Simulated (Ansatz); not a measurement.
# SbPt: stress in a strained cell

Aim: deform SbPt (zz strain of +1 %) and compute stress, forces and field gradients with LAPW, PAW and all-electron datasets made for the crystal.

Method: DFT LDA, scalar-relativistic, in Ansatz 0.2.0.

**1. The starting structure**

The structure is hexagonal, space group P6_3/mmc (No. 194). Conventional cell: a = 4.130 Å, b = 4.130 Å, c = 5.472 Å, α = 90.00°, β = 90.00°, γ = 120.00°. Sb (site symmetry -6m2) has 6 Pt at 2.75 Å in its first shell of neighbours. Around Pt (site symmetry -3m) lie 2 Pt at 2.74 Å and 6 Sb at 2.75 Å.

Structure file:

```cif
data_structure
_symmetry_space_group_name_H-M 'P6_3/mmc'
_symmetry_Int_Tables_number 194
_cell_length_a 4.1300
_cell_length_b 4.1300
_cell_length_c 5.4720
_cell_angle_alpha 90.000
_cell_angle_beta 90.000
_cell_angle_gamma 120.000
_cell_volume 80.83
loop_
_atom_site_label
_atom_site_type_symbol
_atom_site_symmetry_multiplicity
_atom_site_Wyckoff_symbol
_atom_site_fract_x
_atom_site_fract_y
_atom_site_fract_z
_atom_site_occupancy
Sb1 Sb 2 c 0.33333 0.66667 0.25000 1
Pt1 Pt 2 a 0.00000 0.00000 0.00000 1
```

The file gives the conventional cell by its symmetry; the runs use the cell typed in the input.

Atoms are numbered in the order of the input: Sb1, Sb2, Pt3, Pt4.

**2. The deformed structure**

Space group P6_3/mmc before, P6_3/mmc after.

**3. Full-potential LAPW**

File input.yaml:

```yaml
crystal:
  lattice:
    - [4.1299978706, 0.0, 0.0]
    - [-2.0649989353, 3.5766830735, 0.0]
    - [0.0, 0.0, 5.52672]
  atoms:
    - { symbol: Sb, position: [0.3333333333, 0.6666666667, 0.25] }
    - { symbol: Sb, position: [0.6666666667, 0.3333333333, 0.75] }
    - { symbol: Pt, position: [0.0, 0.0, 0.0] }
    - { symbol: Pt, position: [0.0, 0.0, 0.5] }
kpoints:
  mp_grid: { grid: [11, 11, 8] }
  band_path:
    path:
      - [0.0, 0.0, 0.0]
      - [0.5, 0.0, 0.0]
      - [0.3333333333, 0.3333333333, 0.0]
      - [0.0, 0.0, 0.0]
      - [0.0, 0.0, 0.5]
      - [0.5, 0.0, 0.5]
      - [0.3333333333, 0.3333333333, 0.5]
      - [0.0, 0.0, 0.5]
      - [0.5, 0.0, 0.5]
    npoints: 5
scf:
  occupations: { method: fermi_dirac, width: 0.08 }
hamiltonian:
  xc: lda
  pseudopotentials: { kind: all_electron, lapw: { basis_error: 0.0005 } }
output:
  forces: true
  stress: true
  eigenvalues: true
```

Started as:

```console
> ansatz run input.yaml --threads 1 --pin off --max-ram 4096MiB --backend cpu --events-out ev --progress --plain --runs-dir out
```

**4. Frozen-core PAW**

File input.yaml:

```yaml
crystal:
  lattice:
    - [4.1299978706, 0.0, 0.0]
    - [-2.0649989353, 3.5766830735, 0.0]
    - [0.0, 0.0, 5.52672]
  atoms:
    - { symbol: Sb, position: [0.3333333333, 0.6666666667, 0.25] }
    - { symbol: Sb, position: [0.6666666667, 0.3333333333, 0.75] }
    - { symbol: Pt, position: [0.0, 0.0, 0.0] }
    - { symbol: Pt, position: [0.0, 0.0, 0.5] }
kpoints:
  mp_grid: { grid: [11, 11, 8] }
scf:
  occupations: { method: fermi_dirac, width: 0.08 }
hamiltonian:
  xc: lda
  pseudopotentials: { kind: paw }
output:
  forces: true
  stress: true
  eigenvalues: true
  efg: { contact_densities: true }
```

**5. Datasets made for this crystal**

Changes to input.yaml since step 4:

```diff
@@ -16,3 +16,3 @@
   xc: lda
-  pseudopotentials: { kind: paw }
+  pseudopotentials: { kind: all_electron, datasets: crystal }
 output:
```

(Steps that only read results are left out.)

**Question.** What will these runs give? Wanted: pressure; largest shear or deviatoric stress.

As calculated:

| quantity | value |
| --- | --- |
| pressure | LAPW -1.62, PAW -1.65, crystal datasets -1.62 GPa |
| largest shear or deviatoric stress (LAPW) | 1.78 GPa |

The largest part of the stress beyond the pressure is 1.78 GPa in size, in the zz component; the atoms are carried along and not relaxed. No run of the undeformed cell stands beside it, so pressure and stress hold what the given cell had before the change, as far as its symmetry allows. PAW: stress within 0.04 GPa of LAPW. Crystal datasets: stress within 0.01 GPa of LAPW. Spin-orbit coupling is left out, though the cell holds Pt; in elements this heavy it can shift bands and gaps by tenths of an eV.
